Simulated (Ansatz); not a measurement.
Crystal: GdO.

```
Gd O
1.0
     2.80181    0.00000    0.00000
     0.00000    2.80181    0.00000
     0.00000    0.00000    2.80181
Gd O
1 1
Direct
  0.00000 0.00000 0.00000
  0.50000 0.50000 0.50000
```

The cell comes from a database or a generator and needn't be the stable form of this composition.

Program: Ansatz 0.2.0. Alike in all runs: spin collinear, ferromagnetic start; cell as given; k mesh 9 × 9 × 9; smearing fermi-dirac 0.05 eV.

Task: Order these runs on this cell by their pressure, lowest first.
A. level r2SCAN+U; potentials or basis Ansatz PAW; U Gd f U = 8 eV; cutoff (eV) 500; hubbard projectors ortho-atomic (the default); double counting fll (the default)
B. level PBE; potentials or basis Ansatz PAW earlier set; cutoff (eV) 930; points for each segment of the path 14
C. level PBE; potentials or basis SSSP efficiency PAW; cutoff (eV) 680; points for each segment of the path 14
D. level r2SCAN+U; potentials or basis Ansatz PAW; U Gd f U = 3 eV; cutoff (eV) 500; hubbard projectors ortho-atomic (the default); double counting fll (the default)

Result: B (47.9 GPa), C (50.5 GPa), D (52.2 GPa), A (54.5 GPa).

Caveats: a pressure of tens of GPa on the cell as given is suspect, and the run, the potentials or the cell itself is likely at fault; a cell with one magnetic atom can't hold antiferromagnetic order, which such compounds often take; the magnetic or orbital state may not be the lowest (some runs); the PAW data sets come from PBE, with cores solved anew for the run's functional, which leaves a small shift of forces and pressure (some runs).
